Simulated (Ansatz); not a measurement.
# H₇NOSSi₂: small, medium and large basis sets

Aim: see how fast density functionals converge with the basis set for H₇NOSSi₂.

Computed with Ansatz 0.2.0, Gaussian basis. Level: one geometry, several basis sets.

Levels to be run: PBE0-D4/def2-SVP; ωB97M-V/def2-SVP; PBE0-D4/def2-QZVPP; ωB97M-V/def2-QZVPP; the functionals' def2-TZVPP values are taken from earlier runs.

## Step 1: The relaxed structure

An earlier PBE0-D4 in a triple-zeta def2 set relaxation fixed the geometry.

SMILES `N[SiH](O)S[SiH3]`, 12 atoms, charge 0, spin multiplicity 1.

Atoms are counted from 1 here; the program's logs count them from 0.

Bond lengths: N1–Si2 1.702 Å, N1–H6 1.007 Å, N1–H7 1.007 Å, Si2–O3 1.644 Å, Si2–S4 2.130 Å, Si2–H8 1.483 Å, O3–H9 0.960 Å, S4–Si5 2.140 Å, Si5–H10 1.485 Å, Si5–H11 1.482 Å, Si5–H12 1.485 Å. Angles: Si2–N1–H6 121.7°, Si2–N1–H7 119.8°, H6–N1–H7 111.8°, N1–Si2–O3 112.5°, N1–Si2–S4 112.3°, N1–Si2–H8 105.7°, O3–Si2–S4 103.9°, O3–Si2–H8 111.5°, S4–Si2–H8 111.2°, Si2–O3–H9 116.5°, Si2–S4–Si5 98.4°, S4–Si5–H10 110.6°, S4–Si5–H11 112.0°, S4–Si5–H12 105.8°, H10–Si5–H11 109.8°, H10–Si5–H12 109.4°, H11–Si5–H12 109.2°.

## Step 2: PBE0-D4 in def2-SVP

The input, in.yaml:

```yaml
crystal:
  periodic: [false, false, false]
  atoms:
    - {symbol: N, position_ang: [-2.292152, -0.698398, 0.657900]}
    - {symbol: Si, position_ang: [-0.657050, -0.606441, 0.194777]}
    - {symbol: O, position_ang: [0.327317, -0.188778, 1.443436]}
    - {symbol: S, position_ang: [-0.313561, 0.914465, -1.256488]}
    - {symbol: Si, position_ang: [1.807131, 1.092585, -1.027526]}
    - {symbol: H, position_ang: [-2.809681, 0.118690, 0.939536]}
    - {symbol: H, position_ang: [-2.889606, -1.397180, 0.247705]}
    - {symbol: H, position_ang: [-0.314837, -1.946158, -0.341926]}
    - {symbol: H, position_ang: [0.321976, -0.771244, 2.205919]}
    - {symbol: H, position_ang: [2.432366, -0.247867, -0.896280]}
    - {symbol: H, position_ang: [2.171440, 1.932113, 0.137659]}
    - {symbol: H, position_ang: [2.293655, 1.743009, -2.270714]}
basis:
  gaussian: {orbitals: def2-SVP}
hamiltonian: {xc: pbe0, dispersion: d4}
output: {orbitals: {seedname: orbitals}}
```

Run with:

```
ansatz run in.yaml --threads 4 --pin off --events-out ev --progress --plain --max-ram 10444MiB
```

After this run come: ωB97M-V in def2-SVP; PBE0-D4 in def2-QZVPP; ωB97M-V in def2-QZVPP.

Q: Predict the results of all the runs planned. Wanted: PBE0-D4: double and triple zeta above quadruple; ωB97M-V: double and triple zeta above quadruple.

**Answer**, as computed:

```
                                       quantity           value
PBE0-D4: double and triple zeta above quadruple  15.20, 1.10 eV
ωB97M-V: double and triple zeta above quadruple  15.27, 1.03 eV
```

What this shows: For PBE0-D4 the step from double to triple zeta gains 14.10 eV and the next only 1.10 eV. Total energies overstate the basis error of differences, where much of it tends to cancel. The LUMO of ωB97M-V is positive and keeps falling with the basis (2.74 to 1.36 eV): an unbound level that the basis holds in place.
